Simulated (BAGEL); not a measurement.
# HF/STO-3G (density fitting with qzvpp-jkfit) run of AlH2BrF− (SMILES [F][AlH2-][Br])

Aim: the energy change on altering one bond length of AlH2BrF− at HF/STO-3G (density fitting with qzvpp-jkfit), from 2 runs. 

The calculation is run with BAGEL 1.2.2.

12 further runs of the same task are left out: 2 for a known fault of the program, 8 that didn't finish, 2 set aside as unsound or not needed. Runs told in other sessions of the task aren't counted.

## Step 1: The structure to begin with

AlH2BrF−: 5 atoms, total charge -1, spin state singlet. SMILES: `[F][AlH2-][Br]`. The shape comes from GFN2-xTB, which is rough for such elements, and wasn't checked as a minimum.

Bond lengths: F1–Al2 1.688 Å, Al2–Br3 2.316 Å, Al2–H4 1.582 Å, Al2–H5 1.583 Å. Angles: F1–Al2–Br3 111.0°, F1–Al2–H4 109.8°, F1–Al2–H5 109.8°, Br3–Al2–H4 106.3°, Br3–Al2–H5 106.2°, H4–Al2–H5 113.6°.

## Step 2: The energy at HF/STO-3G (density fitting with qzvpp-jkfit)

input.json

```json
{ "bagel" : [

{
  "title" : "molecule",
  "basis" : "sto-3g",
  "df_basis" : "qzvpp-jkfit",
  "angstrom" : true,
  "geometry" : [
    { "atom" : "F", "xyz" : [   -1.213430,    0.305530,    1.207960 ] },
    { "atom" : "Al", "xyz" : [   -0.128150,    0.082510,   -0.066010 ] },
    { "atom" : "Br", "xyz" : [    1.755180,   -1.067620,    0.637910 ] },
    { "atom" : "H", "xyz" : [   -0.796400,   -0.806870,   -1.191340 ] },
    { "atom" : "H", "xyz" : [    0.382800,    1.486460,   -0.588530 ] }
  ]
},
{
  "title" : "hf",
  "charge" : -1
},
{
  "title" : "print",
  "file" : "orbitals.molden",
  "orbitals" : true
}

]}
```

On the command line:

```console
$ BAGEL_NUM_THREADS=1 BAGEL input.json > input.out
```

The log of the run:

```text
* using 1 threads per process

  ===============================================================
  ===============================================================

  *** Geometry ***

  { "atom" : "F", "xyz" : [     -2.293050,      0.577368,      2.282714 ] },
  { "atom" : "Al", "xyz" : [     -0.242168,      0.155921,     -0.124741 ] },
  { "atom" : "Br", "xyz" : [      3.316810,     -2.017509,      1.205475 ] },
  { "atom" : "H", "xyz" : [     -1.504978,     -1.524763,     -2.251306 ] },
  { "atom" : "H", "xyz" : [      0.723387,      2.809002,     -1.112161 ] },

  Number of auxiliary basis functions:      507

  Since a DF basis is specified, we compute 2- and 3-index integrals:
    o Being stored without compression. Storage requirement is 0.005 GB

  Number of basis functions:       34
  Number of electrons      :       59

    * METHOD: MOLECULE                             0.31

  *** RHF ***

  === Nuclear Repulsion ===
   215.0391481393

      * DIIS with orbital gradients will be used.

  === RHF iteration (sto-3g) ===
      0      -2882.83158060          0.01083422           0.05
      1      -2882.89167252          0.00181707           0.05
      2      -2882.89357099          0.00050237           0.05
      3      -2882.89376493          0.00006892           0.05
      4      -2882.89376899          0.00001363           0.05
      5      -2882.89376914          0.00000079           0.05
      6      -2882.89376914          0.00000013           0.05
      7      -2882.89376914          0.00000004           0.05
      8      -2882.89376914          0.00000001           0.05
    * SCF iteration converged.

    * Permanent dipole moment:
           (   -0.678827,     0.467865,    -0.447842) a.u.

    * METHOD: HF                                   0.65

    * METHOD: PRINT                                0.00

  ===============================================================
```

Run time: 1.1 s. Hardware: 1 thread of Arm Neoverse N1, shared host; peak memory 0.083 GiB.

## Step 3: The distorted shape

hf.json

```json
{ "bagel": [

{
  "title": "molecule",
  "basis": "sto-3g",
  "df_basis": "qzvpp-jkfit",
  "angstrom": true,
  "geometry": [
    { "atom": "F", "xyz": [   -3.473463,    1.685709,    0.363242 ] },
    { "atom": "Al", "xyz": [   -2.388183,    1.462689,   -0.910728 ] },
    { "atom": "Br", "xyz": [    1.755180,   -1.067620,    0.637910 ] },
    { "atom": "H", "xyz": [   -3.056433,    0.573309,   -2.036058 ] },
    { "atom": "H", "xyz": [   -1.877233,    2.866639,   -1.433248 ] }
  ]
},
{
  "title": "hf",
  "charge": -1
},
{
  "title": "print",
  "file": "orbitals.molden",
  "orbitals": true
}

]}
```

On the command line:

```console
$ BAGEL_NUM_THREADS=1 BAGEL hf.json > hf.out
```

The log of the run:

```text
* using 1 threads per process

  ===============================================================
  ===============================================================

  *** Geometry ***

  { "atom" : "F", "xyz" : [     -6.563894,      3.185528,      0.686428 ] },
  { "atom" : "Al", "xyz" : [     -4.513012,      2.764082,     -1.721026 ] },
  { "atom" : "Br", "xyz" : [      3.316810,     -2.017509,      1.205475 ] },
  { "atom" : "H", "xyz" : [     -5.775821,      1.083397,     -3.847592 ] },
  { "atom" : "H", "xyz" : [     -3.547456,      5.417163,     -2.708446 ] },

  Number of auxiliary basis functions:      507

  Since a DF basis is specified, we compute 2- and 3-index integrals:
    o Being stored without compression. Storage requirement is 0.005 GB

  Number of basis functions:       34
  Number of electrons      :       59

    * METHOD: MOLECULE                             0.29

  *** RHF ***

  === Nuclear Repulsion ===
   130.9991623966

      * DIIS with orbital gradients will be used.

  === RHF iteration (sto-3g) ===
      0      -2882.66814702          0.01198136           0.05
      1      -2882.73793906          0.00269568           0.05
      2      -2882.74128593          0.00073689           0.05
      3      -2882.74170218          0.00014425           0.05
      4      -2882.74172049          0.00003207           0.05
      5      -2882.74172126          0.00000584           0.05
      6      -2882.74172128          0.00000081           0.05
      7      -2882.74172128          0.00000028           0.05
      8      -2882.74172128          0.00000008           0.05
      9      -2882.74172128          0.00000001           0.05
     10      -2882.74172128          0.00000000           0.05
    * SCF iteration converged.

    * Permanent dipole moment:
           (    2.396303,    -1.411176,     0.702824) a.u.

    * METHOD: HF                                   0.72

    * METHOD: PRINT                                0.01

  ===============================================================
```

Wall time 1.2 s (1 thread of Arm Neoverse N1, shared host); peak memory 0.083 GiB.

## Step 4: What came out

Level: HF/STO-3G (density fitting with qzvpp-jkfit).

| quantity | value |
| --- | --- |
| first shape: total energy | -2882.89377 Eh |
| first shape: HOMO energy | -1.41 eV |
| first shape: LUMO energy | 18.99 eV |
| first shape: HOMO–LUMO gap (to an unbound level, set by the basis) | 20.40 eV |
| distorted shape: total energy | -2882.74172 Eh |
| distorted shape: HOMO energy | 2.39 eV |
| distorted shape: LUMO energy | 9.38 eV |
| distorted shape: HOMO–LUMO gap (to an unbound level, set by the basis) | 6.99 eV |
| energy change with the Al2–Br3 bond stretched from 2.316 to 5.096 Å | 4.137 eV |

What this shows: With the Al2–Br3 bond stretched from 2.316 to 5.096 Å the energy rises by 4.14 eV (399 kJ/mol). The first shape isn't relaxed at this level, so the change isn't measured from a minimum. The minimal basis adds a large error of its own. The HOMO (distorted shape) lies at positive energy, 2.39 eV: the electron is unbound at this level or held by a compact basis; values depend on the basis.
